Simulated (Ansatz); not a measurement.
**InH₃+ (doublet): wave-function methods side by side at distance In1–H3 = 2.011 Å, def2-SVP**

Aim: climb from Hartree-Fock through coupled cluster and multireference methods for InH₃+ (doublet) at one geometry and basis, and see what each rung misses.

Program: Ansatz 0.2.0, Gaussian basis. Level of theory: def2-SVP, core rule «outside noble gas», up to 9 orbitals frozen. These are calculated values, not measurements.

To be run: UHF; CCSD(T) on ROHF; CCSD(T) on UHF; BCCD(T) on ROHF; CISD; CCSDT(Q) on ROHF; CCSDT(Q) on UHF; CASSCF and MRCISD+Q, 3 electrons in 3 orbitals; CASSCF and NEVPT2, 3 electrons in 3 orbitals; Full CI.

39 further runs of the same task are left out: 21 for a known fault of the program, 15 that didn't finish, 3 set aside as unsound or not needed.

## Step 1: The system

The geometry derives from a PBE0/def2-TZVP stationary point (not a proven minimum). One bond is set to the value named and the two fragments are kept rigid. No spin-orbit coupling is included. Elements past krypton take def2 core potentials.

4 atoms, charge 1, spin multiplicity 2.

Atoms are counted from 1 here; the program's logs count them from 0.

Bond lengths: In1–H3 2.011 Å, In1–H4 1.668 Å. Angles: H3–In1–H4 174.7°.

Geometry (Å):

```xyz
4

In    0.0000   -0.0186    0.0035
H     0.0000    2.3333   -0.0655
H     0.0000   -0.1698   -2.0018
H     0.0000   -0.0481    1.6716
```

## Step 2: UHF

The input, in.yaml:

```yaml
crystal:
  periodic: [false, false, false]
  atoms:
    - {symbol: In, position_ang: [0.000000, -0.018570, 0.003474]}
    - {symbol: H, position_ang: [0.000000, 2.333269, -0.065514]}
    - {symbol: H, position_ang: [0.000000, -0.169831, -2.001829]}
    - {symbol: H, position_ang: [0.000000, -0.048116, 1.671596]}
basis:
  gaussian: {orbitals: def2-SVP}
total_charge: 1
magnetization: {spin_polarized: true, initial_magnetization: 1}
hamiltonian: {xc: hf}
output: {orbitals: {seedname: orbitals}}
```

The run is started by

```bash
> ansatz run in.yaml --threads 1 --pin off --events-out ev --progress --plain --max-ram 2393MiB
```

The runs that follow: CCSD(T) on ROHF; CCSD(T) on UHF; BCCD(T) on ROHF; CISD; CCSDT(Q) on ROHF; CCSDT(Q) on UHF; CASSCF and MRCISD+Q, 3 electrons in 3 orbitals; CASSCF and NEVPT2, 3 electrons in 3 orbitals; Full CI.

Before running them: what should the planned runs give, taken together? Wanted: FCI below the RHF energy; RMP2 from FCI; UMP2 from FCI; RCCSD from FCI; RCCSD(T) from FCI; UCCSD(T) from FCI; RCCSDT(Q) from FCI; UCCSDT(Q) from FCI; NEVPT2 pair from FCI.

As calculated:

```
                         quantity                                                                                                        value
         FCI below the RHF energy                                                                                                   -1.9160 eV
                    RMP2 from FCI                                                                                                   +564.5 meV
                    UMP2 from FCI                                                                                                   +563.0 meV
                   RCCSD from FCI                                                                                                    +40.3 meV
                RCCSD(T) from FCI                                                                                                    +13.1 meV
                UCCSD(T) from FCI                                                                                                    +12.3 meV
               RCCSDT(Q) from FCI                                                                                                     -0.1 meV
               UCCSDT(Q) from FCI                                                                                                     -0.8 meV
             NEVPT2 pair from FCI                                                                                                   +400.0 meV
           MRCISD+Q pair from FCI                                                                                                    -13.0 meV
levels within 1 kcal/mol (43 meV)  RCCSD, UCCSD, RCCSD(T), UCCSD(T), BCCD(T), RCCSDT, UCCSDT, RCCSDT(Q), UCCSDT(Q), MRCISD pair, MRCISD+Q pair
                    T1 diagnostic                                                                                                        0.021
   effectively unpaired electrons                                                                                                         1.06
```

What this shows: RCCSD(T) lands +13.1 meV from the yardstick (0.7 % of the correlation energy). MRCISD+Q pair falls below full CI: the +Q correction isn't variational, and the cores differ from full CI's. One determinant dominates. Of the multireference levels listed MRCISD+Q pair comes nearest in total energy (-13.0 meV), which doesn't show that its space is the better one. These misses are within one basis, not against nature; the frozen cores of restricted and unrestricted runs differ, which can shift their rows.
